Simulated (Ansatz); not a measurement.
# TaNbO: the cost of one run

Computed with Ansatz 0.2.0 (DFT PBE, scalar-relativistic, plane waves, PAW, unless a step's input says otherwise).

### Step 1. Starting point

The structure is hexagonal, space group P6_3/mmc (No. 194). Conventional cell: a = 3.902 Å, b = 3.902 Å, c = 6.512 Å, α = 90.00°, β = 90.00°, γ = 120.00°. Around Ta (site symmetry -6m2) lie 3 Nb at 2.25 Å and 6 O at 2.78 Å. Nb (site symmetry -6m2) has 3 Ta at 2.25 Å and 6 O at 2.78 Å as nearest neighbours. O (site symmetry -3m) is surrounded by 6 Nb at 2.78 Å and 6 Ta at 2.78 Å.

As a file:

```xyz
6
Lattice="3.9024 0.0000 0.0000 -1.9512 3.3796 0.0000 0.0000 0.0000 6.5125" Properties=species:S:1:pos:R:3 pbc="T T T"
Ta    0.0000    2.2530    1.6281
Ta    1.9512    1.1265    4.8844
Nb    0.0000    2.2530    4.8844
Nb    1.9512    1.1265    1.6281
O     0.0000    0.0000    0.0000
O     0.0000    0.0000    3.2562
```

The cell is invented: species swapped into a database cell of EuAgBi (P6_3/mmc, No. 194), with O on the Eu sites, Nb on the Ag sites and Ta on the Bi sites. Lengths come from tabulated atomic sizes and are only a guess.

### Step 2. A first look at the guess

File input.yaml:

```yaml
crystal:
  lattice:
    - [3.90237396, 0.0, 0.0]
    - [-1.95118698, 3.37955498, 0.0]
    - [0.0, 0.0, 6.51249157]
  atoms:
    - { symbol: Ta, position: [0.33333333, 0.66666667, 0.25] }
    - { symbol: Ta, position: [0.66666667, 0.33333333, 0.75] }
    - { symbol: Nb, position: [0.33333333, 0.66666667, 0.75] }
    - { symbol: Nb, position: [0.66666667, 0.33333333, 0.25] }
    - { symbol: O, position: [0.0, 0.0, 0.0] }
    - { symbol: O, position: [0.0, 0.0, 0.5] }
basis:
  ecutwfc: 420
kpoints:
  mp_grid: { grid: [6, 6, 4] }
hamiltonian:
  xc: pbe
scf:
  occupations: { method: gaussian, width: 0.1 }
  lower_state_search: "off"
output:
  forces: true
  stress: true
  eigenvalues: true
```

The run is started by

```
> ansatz run input.yaml --threads 1 --pin off --max-ram 2560MiB --backend cpu --events-out ev --progress --plain --runs-dir out
```

Q: Estimate wall time and peak memory on 1 thread of Intel Xeon at 2.70GHz, shared host.

About 3.6 s, with a peak of 0.4 GiB.
